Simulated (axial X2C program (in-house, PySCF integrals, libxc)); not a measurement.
**SSeS²⁺: bond lengths and stretches, held linear**

The task here is to estimate one member of a computed series from the others.

The runs use an in-house X2C program for linear molecules on PySCF integrals; all-electron X2C, two-component (2c) or spin-free, S dyall-av3z, Se dyall-v3z.

All values are calculated.

2 further runs of the same task are left out: 2 set aside as unsound or not needed.

Set-up of the first run:

Contents of task.json:

```json
{"zs": [16, 34, 16], "q": 2, "bas": ["dyall-av3z", "dyall-v3z", "dyall-av3z"], "r0": [2.01, 2.01], "symm": 1, "scan": ["PBE0", "HF", "B3LYP"], "levels": ["PBE0", "HF", "TPSSh"], "nst": 2}
```

Keys: zs atomic numbers; q charge; bas basis sets; r0 starting distance in Å; symm equal bonds; scan levels of the two-bond scan; levels methods; nst determinants followed.

Started as:

```bash
> python solin.py task.json out
```

Masses S 31.972, Se 79.917, S 31.972 u.

Among the steps run: Scan at PBE0, 2c; Scan at B3LYP, 2c; Scan at PBE0, spin-free.

One of the session's tables, all rows but one given; the rest of the session is left out.

| level | r(S–Se) (Å) | r(Se–S) (Å) | lower stretch (cm⁻¹) | upper stretch (cm⁻¹) |
| --- | --- | --- | --- | --- |
| PBE0, 2c | ? | ? | ? | ? |
| B3LYP, 2c | 1.979 | 1.979 | 479.1 | 629.2 |
| PBE0, spin-free | 1.954 | 1.954 | 514.5 | 677.3 |
| B3LYP, spin-free | 1.979 | 1.979 | 480.6 | 630.6 |

**Question.** Estimate the row for PBE0, 2c.

**Answer.** r(S–Se) (Å): 1.955; r(Se–S) (Å): 1.955; lower stretch (cm⁻¹): 513.3; upper stretch (cm⁻¹): 676.3. In the column «r(S–Se) (Å)» it lies between PBE0, spin-free (1.954) and B3LYP, 2c (1.979).

Scans not shown above were run alike.

A multiply charged ion may be only metastable. The molecule was held linear; bending was not examined, so a bent shape may lie lower.
